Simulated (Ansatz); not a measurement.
Predict the output of the script below (the Python package of Ansatz (0.2.0)).

Contents of `geh4se.xyz`:
```text
6

Ge   -0.22790   -0.32530   -0.43740
Se   -0.22400    0.99250    1.52940
H     0.35530   -1.65590   -0.20790
H    -1.67410   -0.47830   -0.89200
H     0.49850    0.45950   -1.58370
H     1.31440    0.94340    1.54540
```

`geh4se_energy.py`
```python
"""Single point of GeH4Se."""

import logging
import sys
import warnings

import ansatz as az
import numpy as np

logging.basicConfig(stream=sys.stdout, format="[%(levelname)s] %(message)s")
log = logging.getLogger("calc")
log.setLevel(logging.INFO)


def main() -> None:
    warnings.simplefilter("ignore", az.DeckWarning)

    geometry = az.Crystal.molecule_from_extxyz("geh4se.xyz")

    calculation = geometry.calculation()
    calculation = calculation.basis(gaussian="cc-pVDZ")
    calculation = calculation.functional(az.LibraryFunctional("BHLYP"))
    calculation = calculation.forces()
    try:
        data = calculation.run().report
    except az.AnsatzError as error:
        sys.exit(f"{type(error).__name__}: {error}")

    for key in ("converged", "free_energy_ev", "reference_energy_ev", "n_frozen", "n_occupied", "n_virtual"):
        log.info(f"{key:22s} {data[key]}")

    symbols = [site.symbol for site in geometry.cartesian_sites]
    log.info("forces (eV/A)")
    for symbol, f in zip(symbols, data["forces_ev_ang"]):
        log.info(f"  {symbol:2s} {f[0]:9.4f} {f[1]:9.4f} {f[2]:9.4f}")

    charges = data["charge_distribution"]
    dipole = np.array(charges["dipole_moment_e_ang"]) * 4.803205
    log.info("dipole (D): {:.3f} {:.3f} {:.3f}, length {:.3f}".format(*dipole, np.linalg.norm(dipole)))
    log.info("atom  Mulliken   Lowdin")
    for symbol, m, l in zip(symbols, charges["mulliken_charges_e"], charges["lowdin_charges_e"]):
        log.info(f"{symbol:4s} {m:9.3f} {l:8.3f}")


if __name__ == "__main__":
    main()
```

`python geh4se_energy.py` gives:
```text
[INFO] converged              True
[INFO] free_energy_ev         -121930.67930106662
[INFO] reference_energy_ev    -121930.67930106662
[INFO] n_frozen               0
[INFO] n_occupied             [35, 35]
[INFO] n_virtual              [39, 39]
[INFO] forces (eV/A)
[INFO]   Ge   -0.3595    1.4293   -0.8391
[INFO]   Se    1.4726   -0.1583   -0.0648
[INFO]   H     0.5878   -1.0250    0.2188
[INFO]   H    -0.2061   -0.0090    0.1121
[INFO]   H    -0.0965   -0.3569    0.4734
[INFO]   H    -1.3984    0.1198    0.0996
[INFO] dipole (D): 0.619 -0.734 -0.719, length 1.200
[INFO] atom  Mulliken   Lowdin
[INFO] Ge       0.321    0.130
[INFO] Se      -0.193    0.083
[INFO] H       -0.063   -0.076
[INFO] H       -0.060   -0.065
[INFO] H       -0.061   -0.063
[INFO] H        0.055   -0.008
```

Caveats:
- The settings weren't tested for convergence.
- The geometry is a force-field or estimated start, not a minimum of this method, and the basis set is short of its limit.
- The Löwdin charges here are taken after orthogonalising the functions within each atom; they differ from plain Löwdin charges, and their signs can be unphysical.
- It ran for 3.5 s on 1 thread of Arm Neoverse V2, on a shared host, peak memory 0.23 GiB.

(A comment or docstring line of the script was reworded after the run, the code is as it ran; lines on the test bed's own set-up are left out of the output.)
